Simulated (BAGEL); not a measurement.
**A workflow on singlet SiNH3ClO+**

Aim: a single-point energy (singlet SiNH3ClO+, HF/cc-pVDZ), then the energy (doublet SiNH3ClO, NEVPT2(3,3)/cc-pVDZ), then the energy (doublet SiNH3ClO, CASPT2(3,3)/cc-pVDZ) of ClH3NOSi. 

Program for the calculation: BAGEL 1.2.2.

### Step 1. The structure to begin with

SiNH3ClO+: 7 atoms, total charge +1, spin state singlet. SMILES of the parent species: `[NH][SiH](O)Cl`. The O3–H7 distance was set to 1.823 Å, away from the relaxed value. That shape belongs to the parent species and isn't relaxed for this state. At this shape a bond of the SMILES string is far longer than usual.

Bond lengths: N1–Si2 1.738 Å, Si2–O3 1.624 Å, Si2–Cl4 2.056 Å, N1–H5 1.022 Å, Si2–H6 1.475 Å. Angles: N1–Si2–O3 110.0°, N1–Si2–Cl4 103.5°, O3–Si2–Cl4 112.0°, N1–Si2–H6 116.4°, O3–Si2–H6 106.1°, Cl4–Si2–H6 109.1°, Si2–N1–H5 114.8°.

### Step 2. A single-point energy at HF/cc-pVDZ (density fitting with svp-jkfit) (run 1)

input.json reads:

```json
{ "bagel" : [

{
  "title" : "molecule",
  "basis" : "cc-pvdz.json",
  "df_basis" : "svp-jkfit",
  "geometry" : [
    { "atom" : "N", "xyz" : [ -1.27273243,  2.38632725, -0.20881096 ] },
    { "atom" : "Si", "xyz" : [ -0.82675707,  0.06990097,  2.07681279 ] },
    { "atom" : "O", "xyz" : [  2.08247630, -0.90519771,  2.02843580 ] },
    { "atom" : "Cl", "xyz" : [ -3.31382562, -2.72613780,  1.03481781 ] },
    { "atom" : "H", "xyz" : [ -2.86312594,  3.45553429,  0.02324741 ] },
    { "atom" : "H", "xyz" : [ -1.34586484,  0.81539793,  4.71165793 ] },
    { "atom" : "H", "xyz" : [  3.53303196, -1.50875734, -1.03783759 ] }
  ]
},
{
  "title" : "hf",
  "charge" : 1
},
{
  "title" : "print",
  "file" : "orbitals.molden",
  "orbitals" : true
}

]}
```

The basis set cc-pVDZ is read from a file made from the Basis Set Exchange's data (not shown).

The run is started by

```
$ BAGEL_NUM_THREADS=1 BAGEL input.json > input.out
```

Log:

```text
* using 1 threads per process

  ===============================================================
  ===============================================================

  *** Geometry ***

[... 20 lines left out ...]
  === Nuclear Repulsion ===
   213.5246810222

      * DIIS with orbital gradients will be used.

  === RHF iteration (cc-pvdz.json) ===
      0       -878.66211564          0.01770168           0.10
      1       -878.63207323          0.02398230           0.09
      2       -878.94992817          0.00292536           0.09
[... 30 lines of this table left out ...]
     33       -878.96539307          0.00000001           0.07
    * SCF iteration converged.

    * Permanent dipole moment:
           (   -0.155339,    -2.137832,     1.361917) a.u.

    * METHOD: HF                                   3.24

    * METHOD: PRINT                                0.02

  ===============================================================
```

Wall time 3.9 s (1 thread of Intel Xeon Platinum 8259CL at 2.50GHz (Skylake/Cascade Lake), shared host); peak memory 0.15 GiB.

### Step 3. Doublet neutral SiNH3ClO: the energy at NEVPT2(3,3)/cc-pVDZ (density fitting with svp-jkfit) (run 2)

job.json reads:

```json
{ "bagel": [

{
  "title": "molecule",
  "basis": "cc-pvdz.json",
  "df_basis": "svp-jkfit",
  "angstrom": false,
  "geometry": [
    { "atom": "N", "xyz": [ -1.27273243,  2.38632725, -0.20881096 ] },
    { "atom": "Si", "xyz": [ -0.82675707,  0.06990097,  2.07681279 ] },
    { "atom": "O", "xyz": [  2.08247630, -0.90519771,  2.02843580 ] },
    { "atom": "Cl", "xyz": [ -3.31382562, -2.72613780,  1.03481781 ] },
    { "atom": "H", "xyz": [ -2.86312594,  3.45553429,  0.02324741 ] },
    { "atom": "H", "xyz": [ -1.34586484,  0.81539793,  4.71165793 ] },
    { "atom": "H", "xyz": [  3.53303196, -1.50875734, -1.03783759 ] }
  ]
},
{
  "title": "hf",
  "charge": 1
},
{
  "title": "casscf",
  "nstate": 1,
  "nact": 3,
  "nclosed": 23,
  "nspin": 1,
  "active": [24, 25, 26],
  "maxiter": 200,
  "natocc": true
},
{
  "title": "nevpt2",
  "nstate": 1,
  "nact": 3,
  "nclosed": 23,
  "nspin": 1,
  "active": [24, 25, 26],
  "maxiter": 200,
  "natocc": true,
  "ncore": 12
},
{
  "title": "print",
  "file": "orbitals.molden",
  "orbitals": true
}

]}
```

The basis set cc-pVDZ is read from a file made from the Basis Set Exchange's data (not shown).

The run is started by

```
$ BAGEL_NUM_THREADS=1 BAGEL job.json > job.out
```

Log:

```text
* using 1 threads per process

  ===============================================================
  ===============================================================

  *** Geometry ***

[... 31 lines left out ...]
    * SCF iteration converged.
[... 1 line left out ...]
    * Permanent dipole moment:
[... 28 lines left out ...]
    * Second-order optimization converged. *
[... 11 lines left out ...]
     * ci vector, state   0, <S^2> = 0.7500
[... 3 lines left out ...]
    * METHOD: CASSCF                               9.68

    * freezing 12 orbitals

  === DF-NEVPT2 calculation ===

    * 3-index integral transformation done
    * assembly done

      NEVPT2 correlation energy:   -0.5126974091      0.33

          (+0)     -0.3876129594
          (+0)'    -0.0285669455
          (+1)     -0.0193892304
          (+1)'    -0.0000400367
          (+2)     -0.0004130462
          (-1)     -0.0746313450
          (-1)'    -0.0000546258
          (-2)     -0.0019892201

      NEVPT2 total energy:       -879.9634754546

    * METHOD: NEVPT2                               0.54

    * METHOD: PRINT                                0.03

  ===============================================================
```

Run time: 15 s. Hardware: 1 thread of Intel Xeon Platinum 8259CL at 2.50GHz (Skylake/Cascade Lake), shared host; peak memory 0.15 GiB.

### Step 4. Doublet neutral SiNH3ClO: a single-point energy at CASPT2(3,3)/cc-pVDZ (density fitting with svp-jkfit) (run 3)

caspt2.json reads:

```json
{ "bagel": [

{
  "title": "molecule",
  "basis": "cc-pvdz.json",
  "df_basis": "svp-jkfit",
  "angstrom": false,
  "geometry": [
    { "atom": "N", "xyz": [    -1.27273243,     2.38632725,    -0.20881096 ] },
    { "atom": "Si", "xyz": [    -0.82675707,     0.06990097,     2.07681279 ] },
    { "atom": "O", "xyz": [     2.08247630,    -0.90519771,     2.02843580 ] },
    { "atom": "Cl", "xyz": [    -3.31382562,    -2.72613780,     1.03481781 ] },
    { "atom": "H", "xyz": [    -2.86312594,     3.45553429,     0.02324741 ] },
    { "atom": "H", "xyz": [    -1.34586484,     0.81539793,     4.71165793 ] },
    { "atom": "H", "xyz": [     3.53303196,    -1.50875734,    -1.03783759 ] }
  ]
},

{ "title": "hf", "charge": 1 },

{ "title": "casscf", "nstate": 1, "nact": 3, "nclosed": 23, "nspin": 1, "active": [24, 25, 26], "maxiter": 200, "natocc": true },

{ "title": "print", "file": "orbitals.molden", "orbitals": true },

{ "title": "smith", "method": "caspt2", "ms": true, "xms": true, "sssr": true, "shift": 0.2, "shift_imag": true, "ncore": 12 }

]}
```

The basis set cc-pVDZ is read from a file made from the Basis Set Exchange's data (not shown).

The run is started by

```
$ BAGEL_NUM_THREADS=1 BAGEL caspt2.json > caspt2.out
```

Log:

```text
* using 1 threads per process

  ===============================================================
  ===============================================================

  *** Geometry ***

[... 33 lines left out ...]
    * Permanent dipole moment:
[... 40 lines left out ...]
     * ci vector, state   0, <S^2> = 0.7500
[... 21 lines left out ...]
       #      aibj      arbs      arbi      airj      risj      airs      arst      rist         Etot      error   time
[... 8 lines left out ...]
      ------------------------------------------------------------------------------------------------------------------

    * CASPT2 energy : state  0     -879.9732605611
        w/o shift correction       -879.9704554202
        reference weight              0.8511052636

    * METHOD: SMITH                                1.29

  ===============================================================
```

It took 15 s on 1 thread of Intel Xeon Platinum 8259CL at 2.50GHz (Skylake/Cascade Lake), shared host; peak memory 0.16 GiB.

### Step 5. Results

| quantity | value |
| --- | --- |
| run 1, HF/cc-pVDZ: total energy | -878.96539 Eh |
| run 1, HF/cc-pVDZ: HOMO energy | -17.55 eV |
| run 1, HF/cc-pVDZ: LUMO energy | -8.88 eV |
| run 1, HF/cc-pVDZ: HOMO–LUMO gap | 8.67 eV |
| doublet neutral SiNH3ClO, run 2: total energy | -879.96348 Eh |
| doublet neutral SiNH3ClO, run 3: total energy | -879.97326 Eh |
